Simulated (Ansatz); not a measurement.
## FH₃SSi₂, SMILES F[SiH]1[SiH2]S1: an atomisation energy, step by step

With Ansatz's Python interface.

Interactive session:
```pycon
>>> from collections import Counter
>>> import ansatz as az
>>> from ase import Atoms
>>> BASIS = "pcseg-2"
>>> FUNCTIONAL = "PBE0"
>>> def total_energy(molecule, charge=0, unpaired=0):
...     calc = molecule.calculation().basis(gaussian=BASIS).functional(FUNCTIONAL)
...     if charge:
...         calc = calc.charge(charge)
...     if unpaired:
...         calc = calc.spin("collinear", total=unpaired)
...     report = calc.run(threads=1).report
...     if report["published_state_doubts"]:
...         print("  doubts:", report["published_state_doubts"])
...     return report["free_energy_ev"]
...
>>> atoms = Atoms(["F", "Si", "Si", "S", "H", "H", "H"], positions=[
...     [-2.2555, 0.1916, 0.3379],
...     [-0.9353, 0.4187, -0.4656],
...     [0.9274, -0.065, 0.5836],
...     [0.0896, -1.4748, -0.7128],
...     [-1.017, 1.1097, -1.7944],
...     [0.9547, -0.5861, 1.9849],
...     [2.2973, 0.3379, 0.0206],
... ])
>>> system = az.Crystal.molecule_from_ase(atoms)
>>> # unpaired electrons of the ground-state atoms
>>> unpaired = {"F": 1, "Si": 2, "S": 2, "H": 1}
>>> counts = Counter(site.symbol for site in system.cartesian_sites)
>>> atom_energy = {s: total_energy(az.Crystal.molecule().atom(s, (0, 0, 0)), 0, unpaired[s]) for s in counts}
>>> whole = total_energy(system, 0, 0)
>>> for s, e in atom_energy.items():
...     print(f"{s:2s} x{counts[s]}  {e:14.5f} eV")
...
F  x1     -2712.27287 eV
Si x2     -7871.01623 eV
S  x1    -10829.60837 eV
H  x3       -13.63914 eV
>>> print(f"FH3SSi2: {whole:.5f} eV")
FH3SSi2: -29347.89161 eV
>>> split = sum(counts[s] * e for s, e in atom_energy.items()) - whole
>>> print(f"atomisation energy (no zero-point term): {23.060548 * split:.1f} kcal/mol, {split / sum(counts.values()):.3f} eV an atom")
atomisation energy (no zero-point term): 531.8 kcal/mol, 3.294 eV an atom
```

531.8 kcal/mol from the electronic energies, without the zero-point term.

Caveats:
- Total energies depend on the basis set; only differences at equal settings carry meaning.
- The geometry is a force-field or estimated start, not a minimum of this method, and the basis set is short of its limit. All parts are taken at fixed geometry, without zero-point energy.
- It ran for 6.3 s on 1 thread of Arm Neoverse V1 (shared host), peak memory 0.37 GiB.
